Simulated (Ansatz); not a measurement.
# HAuS: basis-set convergence

The task here is to estimate one member of a computed series from the others.

Computed with Ansatz 0.2.0, Gaussian basis. Level: one geometry, several basis sets.

Plan: PBE0-D4/def2-SVP; ωB97M-V/def2-SVP; PBE0-D4/def2-QZVPP; ωB97M-V/def2-QZVPP; the functionals' def2-TZVPP values are taken from earlier runs.

## The geometry

An earlier PBE0-D4 in a triple-zeta def2 set relaxation fixed the geometry. Au takes the def2 core potential; no spin-orbit term is included.

SMILES `[SH][Au]`, 3 atoms, charge 0, spin multiplicity 1.

Atoms are counted from 1 here; the program's logs count them from 0.

Bond lengths: S1–Au2 2.238 Å, S1–H3 1.346 Å. Angles: Au2–S1–H3 95.1°.

Set-up of the first run:

in.yaml

```yaml
crystal:
  periodic: [false, false, false]
  atoms:
    - {symbol: S, position_ang: [-0.450108, -0.649202, -0.328536]}
    - {symbol: Au, position_ang: [1.393295, -0.008949, 0.766299]}
    - {symbol: H, position_ang: [-0.954087, 0.593351, -0.451063]}
basis:
  gaussian: {orbitals: def2-SVP}
hamiltonian: {xc: pbe0, dispersion: d4}
output: {orbitals: {seedname: orbitals}}
```

Started as:

```sh
$ ansatz run in.yaml --threads 2 --pin off --events-out ev --progress --plain --max-ram 32768MiB --backend cpu
```

Among the steps run: PBE0-D4 in def2-SVP; ωB97M-V in def2-SVP; PBE0-D4 in def2-QZVPP; ωB97M-V in def2-QZVPP.

One of the session's tables, all rows but one given; the rest of the session is left out.

It belongs to the step «Density functionals: the series». 

| functional | basis | HOMO (eV) | LUMO (eV) |
| --- | --- | --- | --- |
| PBE0-D4 | def2-SVP | -6.69 | -3.05 |
| PBE0-D4 | def2-TZVPP | ? | ? |
| PBE0-D4 | def2-QZVPP | -6.79 | -3.16 |
| ωB97M-V | def2-SVP | -8.76 | -1.22 |
| ωB97M-V | def2-TZVPP | -8.86 | -1.36 |
| ωB97M-V | def2-QZVPP | -8.89 | -1.38 |

Q: Estimate the row for PBE0-D4, def2-TZVPP from the others.

The run gave: HOMO (eV): -6.77; LUMO (eV): -3.16. In the column «HOMO (eV)» it lies between PBE0-D4, def2-QZVPP (-6.79) and PBE0-D4, def2-SVP (-6.69).
